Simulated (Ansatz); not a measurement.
**SnBrF2 radical: one species, many methods**

The task here is to estimate one member of a computed series from the others.

The runs use Ansatz 0.2.0, Gaussian basis; functionals in def2-TZVPP, the program's frozen cores in correlated methods.

Plan: LDA (SPW92), PBE-D4, revPBE-D4, BLYP-D4, r2SCAN-D4, B97M-V, PBE0-D4, B3LYP-D4, r2SCANh-D4, r2SCAN0-D4, HSE06-D4, BHLYP-D4, CAM-B3LYP-D4, LC-ωPBE, ωB97X-V, ωB97M-V, B2PLYP, PBE-QIDH; CCSD(T)/def2-SVP; CCSD(T)/def2-TZVPP; MP2/def2-QZVPP; extrapolation to the limit; RPA on PBE.

## The geometry

The geometry comes from an earlier relaxation with PBE0-D4 in a triple-zeta def2 set; it is a stationary point. Sn takes the def2 core potential; no spin-orbit term is included.

SMILES `[F][Sn]([F])[Br]`, 4 atoms, charge 0, spin multiplicity 2.

Atoms are counted from 1 here; the program's logs count them from 0.

Bond lengths: F1–Sn2 1.913 Å, Sn2–F3 1.913 Å, Sn2–Br4 2.481 Å. Angles: F1–Sn2–F3 102.5°, F1–Sn2–Br4 108.5°, F3–Sn2–Br4 108.5°.

Geometry (Å):

```
F    -0.8401   -0.4950    1.5400
Sn    0.2804    0.4355    0.2993
F     1.6347   -0.8593   -0.0882
Br   -1.0196    0.8586   -1.7715
```

The first run:

in.yaml

```yaml
crystal:
  periodic: [false, false, false]
  atoms:
    - {symbol: F, position_ang: [-0.840098, -0.494967, 1.539956]}
    - {symbol: Sn, position_ang: [0.280446, 0.435459, 0.299280]}
    - {symbol: F, position_ang: [1.634708, -0.859318, -0.088173]}
    - {symbol: Br, position_ang: [-1.019556, 0.858626, -1.771465]}
basis:
  gaussian: {orbitals: def2-TZVPP}
magnetization: {spin_polarized: true, initial_magnetization: 1}
hamiltonian: {xc: lda}
output: {orbitals: {seedname: orbitals}}
```

Run with:

```
ansatz run in.yaml --threads 4 --pin off --events-out ev --progress --plain --max-ram 10444MiB
```

Steps of the session up to this table: LDA; PBE-D4 (GGA); revPBE-D4 (GGA); BLYP-D4 (GGA); r2SCAN-D4 (meta-GGA); B97M-V (meta-GGA); PBE0-D4 (hybrid); B3LYP-D4 (hybrid); r2SCANh-D4 (hybrid); r2SCAN0-D4 (hybrid); HSE06-D4 (hybrid); BHLYP-D4 (hybrid); CAM-B3LYP-D4 (range-separated); LC-ωPBE (range-separated); ωB97X-V (range-separated); ωB97M-V (range-separated); B2PLYP (double hybrid); PBE-QIDH (double hybrid).

One table of the session follows, with a row left open; its other results are not shown here.

| functional | HOMO (eV) | LUMO (eV) | gap (eV) |
| --- | --- | --- | --- |
| LDA (SPW92) | -7.10 | -6.47 | 0.63 |
| PBE-D4 | -6.91 | -6.07 | 0.85 |
| revPBE-D4 | ? | ? | ? |
| BLYP-D4 | -6.77 | -6.07 | 0.70 |
| r2SCAN-D4 | -7.35 | -5.88 | 1.47 |
| B97M-V | -7.11 | -6.11 | 1.00 |
| PBE0-D4 | -8.14 | -5.29 | 2.85 |
| B3LYP-D4 | -7.91 | -5.66 | 2.24 |
| r2SCANh-D4 | -7.80 | -5.58 | 2.22 |
| r2SCAN0-D4 | -8.48 | -5.13 | 3.34 |
| HSE06-D4 | -7.76 | -5.66 | 2.10 |
| BHLYP-D4 | -9.21 | -4.56 | 4.65 |
| CAM-B3LYP-D4 | -9.40 | -4.45 | 4.95 |
| LC-ωPBE | -10.67 | -3.05 | 7.62 |
| ωB97X-V | -10.24 | -3.39 | 6.85 |
| ωB97M-V | -10.19 | -3.50 | 6.69 |

**Question.** Estimate the row for revPBE-D4.

As computed: HOMO (eV): -6.85; LUMO (eV): -5.92; gap (eV): 0.93. In the column «HOMO (eV)» it lies between PBE-D4 (-6.91) and BLYP-D4 (-6.77).

To keep in mind: All levels share the lack of spin-orbit coupling, which lowers the free heavy atoms and so the true binding.
